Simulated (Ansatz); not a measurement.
**CoC (CsCl type): how the settings move a single-point run**

Question: which choices in the input matter for CoC (CsCl type)?

Program: Ansatz 0.2.0. Level of theory: reference: DFT, PBEsol, PAW with Ansatz's default frozen-core files, scalar-relativistic. These are calculated values, not measurements.

## (1) The starting structure

It takes space group Pm-3m (No. 221, cubic). The conventional cell has a = 2.265 Å, b = 2.265 Å, c = 2.265 Å, α = 90.00°, β = 90.00°, γ = 90.00°. Co (site symmetry m-3m) is surrounded by 8 C at 1.96 Å. C (site symmetry m-3m) is surrounded by 8 Co at 1.96 Å.

Coordinates:

```xyz
2
Lattice="2.2650 0.0000 0.0000 0.0000 2.2650 0.0000 0.0000 0.0000 2.2650" Properties=species:S:1:pos:R:3 pbc="T T T"
Co    0.0000    0.0000    0.0000
C     1.1325    1.1325    1.1325
```

## (2) Baseline

input.yaml

```yaml
crystal:
  lattice:
    - [2.2649562115, 0.0, 0.0]
    - [0.0, 2.2649562115, 0.0]
    - [0.0, 0.0, 2.2649562115]
  atoms:
    - { symbol: Co, position: [0.0, 0.0, 0.0], spin: 1.7 }
    - { symbol: C, position: [0.5, 0.5, 0.5] }
magnetization:
  spin_polarized: true
kpoints:
  mp_grid: { grid: [14, 14, 14] }
scf:
  occupations: { method: fermi_dirac, width: 0.05 }
hamiltonian:
  xc: pbesol
  pseudopotentials: { kind: paw }
output:
  forces: true
  stress: true
  eigenvalues: true
  populations: true
  write_density: true
  write_potential: true
  elf: true
  volumetric_format: npy
```

Launch:

```sh
ansatz run input.yaml --threads 1 --pin off --max-ram 3072MiB --backend cpu --events-out ev --progress --plain --runs-dir out
```

## (3) Again, with xc rpbe, ecutwfc 350 eV

input.yaml, as its differences from that of step 2:

```diff
@@ -15,3 +15,3 @@
 hamiltonian:
-  xc: pbesol
+  xc: rpbe
   pseudopotentials: { kind: paw }
@@ -26 +26,3 @@
   volumetric_format: npy
+basis:
+  ecutwfc: "350 eV"
```

Before running it: what results should come out? Wanted: for each run, ending; energy change; pressure; abs. moment; force.

**Answer**, as computed:

| run | ending | energy change | pressure (GPa) | abs. moment (μB) | force (eV/Å) | cycles | time |
| --- | --- | --- | --- | --- | --- | --- | --- |
| reference | converged | - | 143.6 | 0.63 | 0.00 | 12 | 6.1 s |
| 1: xc rpbe, ecutwfc 350 eV | converged | not comparable | 169.7 | 0.69 | 0.00 | 14 | 5.8 s |

Residual by cycle in the longest SCF loop of each run; runs are numbered as in the table. The quantity is the density residual dr2, in eV.

| cycle | reference | run 1 |
| --- | --- | --- |
| 1 | 14.9 | 13.3 |
| 2 | 0.405 | 0.354 |
| 3 | 0.127 | 0.159 |
| 5 | 0.168 | 0.091 |
| 6 | 0.0449 | 0.009 |
| 7 | 0.00303 | 3.0e-4 |
| 8 | 2.5e-4 | 4.3e-5 |
| 9 | 4.8e-7 | 2.1e-4 |
| 10 | 1.1e-8 | 4.3e-5 |
| 12 | 4.2e-8 | 3.1e-7 |
| 13 | - | 5.0e-9 |
| 14 | - | 1.9e-10 |

After a change of functional the difference of the totals has no physical meaning; the pressure goes from 143.6 to 169.7 GPa and the absolute moment goes from 0.63 to 0.69 μB. The cutoff changed too. The cutoff is under what these potentials recommend, as the log warns, so basis error is mixed in. Run 1 ran under the cutoff that the potentials recommend, as the log warns, so basis error is mixed into its values. The cell is not at rest: the sound run finds 144 GPa, so these are no properties of the crystal at its own volume. 
